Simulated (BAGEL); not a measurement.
# singlet CHBCl2N+: levels of theory compared

Wanted: a comparison of 6 runs (HF/STO-3G, HF/def2-SVP, B3LYP/6-31G*, B3LYP/def2-SVP, PBE0/def2-SVP, RI-MP2/def2-SVP) of singlet CHBCl2N+. 

The calculation is run with BAGEL 1.2.2.

31 further runs of the same task are left out: 31 set aside as unsound or not needed.

### 1 The system as given

CHBCl2N+ has 6 atoms, charge +1, and is taken as a singlet. As SMILES of the parent species, `[N]=CB(Cl)Cl`. The coordinates come from a GFN2-xTB relaxation. That shape belongs to the parent species and isn't relaxed for this state.

Bond lengths: N1–C2 1.221 Å, C2–B3 1.608 Å, B3–Cl4 1.697 Å, B3–Cl5 1.711 Å, C2–H6 1.102 Å. Angles: N1–C2–B3 125.9°, C2–B3–Cl4 120.5°, C2–B3–Cl5 118.6°, Cl4–B3–Cl5 120.9°, N1–C2–H6 121.0°, B3–C2–H6 113.1°.

### 2 A single-point energy at HF/STO-3G (density fitting with qzvpp-jkfit) (run 1)

calc.json

```json
{ "bagel" : [

{
  "title" : "molecule",
  "basis" : "sto-3g",
  "df_basis" : "qzvpp-jkfit",
  "angstrom" : true,
  "geometry" : [
    { "atom" : "N", "xyz" : [   -0.555530,   -1.024250,    1.493430 ] },
    { "atom" : "C", "xyz" : [   -0.194990,   -0.037930,    0.870280 ] },
    { "atom" : "B", "xyz" : [    0.149890,    0.011990,   -0.699060 ] },
    { "atom" : "Cl", "xyz" : [   -0.029530,   -1.371740,   -1.665500 ] },
    { "atom" : "Cl", "xyz" : [    0.701870,    1.486220,   -1.369830 ] },
    { "atom" : "H", "xyz" : [   -0.071720,    0.935720,    1.370680 ] }
  ]
},
{
  "title" : "hf",
  "charge" : 1
},
{
  "title" : "print",
  "file" : "orbitals.molden",
  "orbitals" : true
}

]}
```

Launch:

```console
$ BAGEL_NUM_THREADS=1 BAGEL calc.json > calc.out
```

Standard output:

```text
* using 1 threads per process

  ===============================================================
  ===============================================================

  *** Geometry ***

  { "atom" : "N", "xyz" : [     -1.049800,     -1.935552,      2.822174 ] },
  { "atom" : "C", "xyz" : [     -0.368478,     -0.071677,      1.644591 ] },
  { "atom" : "B", "xyz" : [      0.283251,      0.022658,     -1.321032 ] },
  { "atom" : "Cl", "xyz" : [     -0.055804,     -2.592213,     -3.147339 ] },
  { "atom" : "Cl", "xyz" : [      1.326342,      2.808549,     -2.588604 ] },
  { "atom" : "H", "xyz" : [     -0.135531,      1.768255,      2.590210 ] },

  Number of auxiliary basis functions:      501

  Since a DF basis is specified, we compute 2- and 3-index integrals:
    o Being stored without compression. Storage requirement is 0.005 GB

  Number of basis functions:       34
  Number of electrons      :       53

    * METHOD: MOLECULE                             0.19

  *** RHF ***

  === Nuclear Repulsion ===
   224.0866888295

      * DIIS with orbital gradients will be used.

  === RHF iteration (sto-3g) ===
      0      -1024.76763932          0.02248392           0.03
      1      -1024.90075971          0.01512378           0.03
      2      -1024.96075870          0.00280448           0.03
      3      -1024.96366756          0.00109112           0.03
      4      -1024.96456867          0.00049280           0.03
      5      -1024.96481667          0.00012952           0.03
      6      -1024.96483398          0.00003693           0.03
      7      -1024.96483514          0.00001655           0.03
      8      -1024.96483535          0.00000961           0.03
      9      -1024.96483540          0.00000430           0.03
     10      -1024.96483541          0.00000156           0.03
     11      -1024.96483542          0.00000042           0.03
     12      -1024.96483542          0.00000012           0.03
     13      -1024.96483542          0.00000005           0.03
     14      -1024.96483542          0.00000003           0.03
     15      -1024.96483542          0.00000002           0.03
     16      -1024.96483542          0.00000001           0.03
    * SCF iteration converged.

    * Permanent dipole moment:
           (    0.513986,    -0.258223,    -2.694576) a.u.

    * METHOD: HF                                   0.65

    * METHOD: PRINT                                0.00

  ===============================================================
```

It took 1 s on 1 thread of Arm Neoverse V2, shared host.

### 3 The energy at HF/def2-SVP (density fitting with qzvpp-jkfit) (run 2)

job.json

```json
{ "bagel" : [

{
  "title" : "molecule",
  "basis" : "svp",
  "df_basis" : "qzvpp-jkfit",
  "angstrom" : "true",
  "geometry" : [
    { "atom" : "N", "xyz" : [   -0.555530,   -1.024250,    1.493430 ] },
    { "atom" : "C", "xyz" : [   -0.194990,   -0.037930,    0.870280 ] },
    { "atom" : "B", "xyz" : [    0.149890,    0.011990,   -0.699060 ] },
    { "atom" : "Cl", "xyz" : [   -0.029530,   -1.371740,   -1.665500 ] },
    { "atom" : "Cl", "xyz" : [    0.701870,    1.486220,   -1.369830 ] },
    { "atom" : "H", "xyz" : [   -0.071720,    0.935720,    1.370680 ] }
  ]
},
{ "title" : "hf", "charge" : 1 },
{ "title" : "print", "file" : "orbitals.molden", "orbitals" : "true" }

]}
```

Launch:

```console
$ BAGEL_NUM_THREADS=1 BAGEL job.json > job.out
```

Standard output:

```text
* using 1 threads per process

  ===============================================================
  ===============================================================

  *** Geometry ***

  { "atom" : "N", "xyz" : [     -1.049800,     -1.935552,      2.822174 ] },
  { "atom" : "C", "xyz" : [     -0.368478,     -0.071677,      1.644591 ] },
  { "atom" : "B", "xyz" : [      0.283251,      0.022658,     -1.321032 ] },
  { "atom" : "Cl", "xyz" : [     -0.055804,     -2.592213,     -3.147339 ] },
  { "atom" : "Cl", "xyz" : [      1.326342,      2.808549,     -2.588604 ] },
  { "atom" : "H", "xyz" : [     -0.135531,      1.768255,      2.590210 ] },

  Number of auxiliary basis functions:      501

  Since a DF basis is specified, we compute 2- and 3-index integrals:
    o Being stored without compression. Storage requirement is 0.028 GB

  Number of basis functions:       83
  Number of electrons      :       53

    * METHOD: MOLECULE                             0.24

  *** RHF ***

  === Nuclear Repulsion ===
   224.0866888295

      * DIIS with orbital gradients will be used.

  === RHF iteration (svp) ===
      0      -1035.77798604          0.01110919           0.10
      1      -1035.84495968          0.00762401           0.09
      2      -1035.87119601          0.00260603           0.10
      3      -1035.87764952          0.00112631           0.10
      4      -1035.87932788          0.00064094           0.10
      5      -1035.88016360          0.00020118           0.10
      6      -1035.88024619          0.00005303           0.09
      7      -1035.88025086          0.00002170           0.09
      8      -1035.88025162          0.00000996           0.09
      9      -1035.88025181          0.00000549           0.10
     10      -1035.88025186          0.00000330           0.09
     11      -1035.88025189          0.00000122           0.09
     12      -1035.88025189          0.00000052           0.09
     13      -1035.88025189          0.00000027           0.09
     14      -1035.88025189          0.00000014           0.09
     15      -1035.88025189          0.00000006           0.09
     16      -1035.88025189          0.00000003           0.09
     17      -1035.88025189          0.00000002           0.09
     18      -1035.88025189          0.00000001           0.09
     19      -1035.88025189          0.00000001           0.09
    * SCF iteration converged.

    * Permanent dipole moment:
           (    0.409242,    -0.352498,    -2.303266) a.u.

    * METHOD: HF                                   2.08

    * METHOD: PRINT                                0.01

  ===============================================================
```

It took 2.5 s on 1 thread of Arm Neoverse V2, shared host; peak memory 0.12 GiB.

### 4 A single-point energy at B3LYP/6-31G(d) (density fitting with qzvpp-jkfit, spherical functions) (run 3)

dft.json

```json
{ "bagel": [

{
  "title": "molecule",
  "basis": "6-31gs.json",
  "df_basis": "qzvpp-jkfit",
  "angstrom": "true",
  "geometry": [
    { "atom": "N", "xyz": [   -0.555530,   -1.024250,    1.493430 ] },
    { "atom": "C", "xyz": [   -0.194990,   -0.037930,    0.870280 ] },
    { "atom": "B", "xyz": [    0.149890,    0.011990,   -0.699060 ] },
    { "atom": "Cl", "xyz": [   -0.029530,   -1.371740,   -1.665500 ] },
    { "atom": "Cl", "xyz": [    0.701870,    1.486220,   -1.369830 ] },
    { "atom": "H", "xyz": [   -0.071720,    0.935720,    1.370680 ] }
  ]
},
{
  "title": "ks",
  "xc_func": "b3lyp",
  "charge": 1
},
{
  "title": "print",
  "file": "orbitals.molden",
  "orbitals": "true"
}

]}
```

The basis set 6-31G* is read from a file made from the Basis Set Exchange's data (not shown).

Launch:

```console
$ BAGEL_NUM_THREADS=1 BAGEL dft.json > dft.out
```

Standard output:

```text
* using 1 threads per process

  ===============================================================
  ===============================================================

  *** Geometry ***

  { "atom" : "N", "xyz" : [     -1.049800,     -1.935552,      2.822174 ] },
  { "atom" : "C", "xyz" : [     -0.368478,     -0.071677,      1.644591 ] },
  { "atom" : "B", "xyz" : [      0.283251,      0.022658,     -1.321032 ] },
  { "atom" : "Cl", "xyz" : [     -0.055804,     -2.592213,     -3.147339 ] },
  { "atom" : "Cl", "xyz" : [      1.326342,      2.808549,     -2.588604 ] },
  { "atom" : "H", "xyz" : [     -0.135531,      1.768255,      2.590210 ] },

  Number of auxiliary basis functions:      501

  Since a DF basis is specified, we compute 2- and 3-index integrals:
    o Being stored without compression. Storage requirement is 0.026 GB

  Number of basis functions:       80
  Number of electrons      :       53

    * METHOD: MOLECULE                             0.25

  *** Kohn-Sham DFT ***

    * Removing 11574 points whose weight is below 1.00e-10
    * Grid points: 77862

  === Nuclear Repulsion ===
   224.0866888295

       - DIIS with orbital gradients will be used.

  === KS iteration (b3lyp / 6-31gs.json) ===
      0       -992.48772492          0.16659796           0.33
      1       -946.22504124          0.18048352           0.31
      2       -988.01634555          0.12749559           0.31
      3      -1020.32694796          0.10662476           0.32
      4      -1036.83543813          0.04727591           0.31
      5      -1037.88307566          0.02976927           0.32
      6      -1038.09601236          0.02291077           0.31
      7      -1038.28411117          0.00868712           0.31
      8      -1038.33978734          0.00403150           0.30
      9      -1038.34924873          0.00082178           0.31
     10      -1038.34947934          0.00032452           0.32
     11      -1038.34954967          0.00007115           0.31
     12      -1038.34955415          0.00004571           0.32
     13      -1038.34955455          0.00003697           0.31
     14      -1038.34955521          0.00000459           0.31
     15      -1038.34955526          0.00000311           0.32
     16      -1038.34955528          0.00000119           0.32
     17      -1038.34955528          0.00000112           0.32
     18      -1038.34955528          0.00000043           0.33
     19      -1038.34955528          0.00000055           0.32
     20      -1038.34955528          0.00000010           0.32
     21      -1038.34955528          0.00000006           0.33
     22      -1038.34955528          0.00000003           0.32
     23      -1038.34955528          0.00000001           0.33
    * SCF iteration converged.

    * Permanent dipole moment:
           (    0.254200,    -0.480651,    -1.722511) a.u.

    * METHOD: KS                                   7.94

    * METHOD: PRINT                                0.01

  ===============================================================
```

It took 8.4 s on 1 thread of Arm Neoverse V2, shared host; peak memory 0.33 GiB.

Runs 4 to 5 aren't shown in full; the table further down has their settings and results.

### 5 A single-point energy at RI-MP2/def2-SVP (density fitting with qzvpp-jkfit) (run 6)

input.json

```json
{ "bagel" : [

{
  "title" : "molecule",
  "basis" : "svp",
  "df_basis" : "qzvpp-jkfit",
  "angstrom" : true,
  "geometry" : [
    { "atom" : "N", "xyz" : [      -0.555530,      -1.024250,       1.493430 ] },
    { "atom" : "C", "xyz" : [      -0.194990,      -0.037930,       0.870280 ] },
    { "atom" : "B", "xyz" : [       0.149890,       0.011990,      -0.699060 ] },
    { "atom" : "Cl", "xyz" : [      -0.029530,      -1.371740,      -1.665500 ] },
    { "atom" : "Cl", "xyz" : [       0.701870,       1.486220,      -1.369830 ] },
    { "atom" : "H", "xyz" : [      -0.071720,       0.935720,       1.370680 ] }
  ]
},

{ "title" : "hf", "charge" : 1 },

{ "title" : "mp2", "charge" : 1, "ncore" : 13 }

]}
```

Launch:

```console
$ BAGEL_NUM_THREADS=1 BAGEL input.json > input.out
```

Standard output:

```text
* using 1 threads per process

  ===============================================================
  ===============================================================

  *** Geometry ***

  { "atom" : "N", "xyz" : [     -1.049800,     -1.935552,      2.822174 ] },
  { "atom" : "C", "xyz" : [     -0.368478,     -0.071677,      1.644591 ] },
  { "atom" : "B", "xyz" : [      0.283251,      0.022658,     -1.321032 ] },
  { "atom" : "Cl", "xyz" : [     -0.055804,     -2.592213,     -3.147339 ] },
  { "atom" : "Cl", "xyz" : [      1.326342,      2.808549,     -2.588604 ] },
  { "atom" : "H", "xyz" : [     -0.135531,      1.768255,      2.590210 ] },

  Number of auxiliary basis functions:      501

  Since a DF basis is specified, we compute 2- and 3-index integrals:
    o Being stored without compression. Storage requirement is 0.028 GB

  Number of basis functions:       83
  Number of electrons      :       53

    * METHOD: MOLECULE                             0.23

  *** RHF ***

  === Nuclear Repulsion ===
   224.0866888295

      * DIIS with orbital gradients will be used.

  === RHF iteration (svp) ===
      0      -1035.77798604          0.01110919           0.09
      1      -1035.84495968          0.00762401           0.09
      2      -1035.87119601          0.00260603           0.09
      3      -1035.87764952          0.00112631           0.09
      4      -1035.87932788          0.00064094           0.09
      5      -1035.88016360          0.00020118           0.09
      6      -1035.88024619          0.00005303           0.09
      7      -1035.88025086          0.00002170           0.09
      8      -1035.88025162          0.00000996           0.09
      9      -1035.88025181          0.00000549           0.09
     10      -1035.88025186          0.00000330           0.09
     11      -1035.88025189          0.00000122           0.09
     12      -1035.88025189          0.00000052           0.09
     13      -1035.88025189          0.00000027           0.09
     14      -1035.88025189          0.00000014           0.09
     15      -1035.88025189          0.00000006           0.08
     16      -1035.88025189          0.00000003           0.09
     17      -1035.88025189          0.00000002           0.09
     18      -1035.88025189          0.00000001           0.09
     19      -1035.88025189          0.00000001           0.09
    * SCF iteration converged.

    * Permanent dipole moment:
           (    0.409242,    -0.352498,    -2.303266) a.u.

    * METHOD: HF                                   2.01

  *** RHF ***

  === Nuclear Repulsion ===
   224.0866888295

      * DIIS with orbital gradients will be used.

  === RHF iteration (svp) ===
      0      -1035.88025189          0.00000000           0.09
    * SCF iteration converged.

    * Permanent dipole moment:
           (    0.409242,    -0.352498,    -2.303267) a.u.

  === DF-MP2 calculation ===

    * freezing 13 orbitals
    * 3-index integral transformation done
    * assembly done

      MP2 correlation energy:   -0.6036285246      0.05

      MP2 total energy:       -1036.4838804153

    * METHOD: MP2                                  0.24

  ===============================================================
```

Run time: 2.6 s. Hardware: 1 thread of Arm Neoverse V2, shared host; peak memory 0.12 GiB.

### 6 Overview of the runs

```csv
run,level,frozen core orbitals,energy (Eh),HOMO energy (eV),LUMO energy (eV),HOMO–LUMO gap (eV),wall time
1,HF/STO-3G (density fitting with qzvpp-jkfit),–,-1024.964835,-17.15,-6.53,10.63,1 s
2,HF/def2-SVP (density fitting with qzvpp-jkfit),–,-1035.880252,-17.83,-7.54,10.29,2.5 s
3,"B3LYP/6-31G* (density fitting with qzvpp-jkfit, spherical functions)",–,-1038.349555,-14.45,-12.18,2.27,8.4 s
4,B3LYP/def2-SVP (density fitting with qzvpp-jkfit),–,-1038.016796,-14.43,-12.20,2.23,9.3 s
5,PBE0/def2-SVP (density fitting with qzvpp-jkfit),–,-1037.540190,-14.78,-12.06,2.71,8.7 s
6,RI-MP2/def2-SVP (density fitting with qzvpp-jkfit),13,-1036.483880,–,–,–,2.6 s
```

### 7 What came out

```
                                           quantity           value
                                run 6: total energy  -1036.48388 Eh
run 6: correlation energy (13 core orbitals frozen)      -603.6 mEh
```

In words: Over runs 1, 2, 3, 4, 5 the HOMO–LUMO gap runs from 2.23 eV (B3LYP/def2-SVP) to 10.63 eV (HF/STO-3G). The two ends differ in method and basis. Totals of different functionals can't be ranked against each other. In run 1 the basis is minimal, so the values are rough. All runs together took 33 s, the longest 9.3 s.
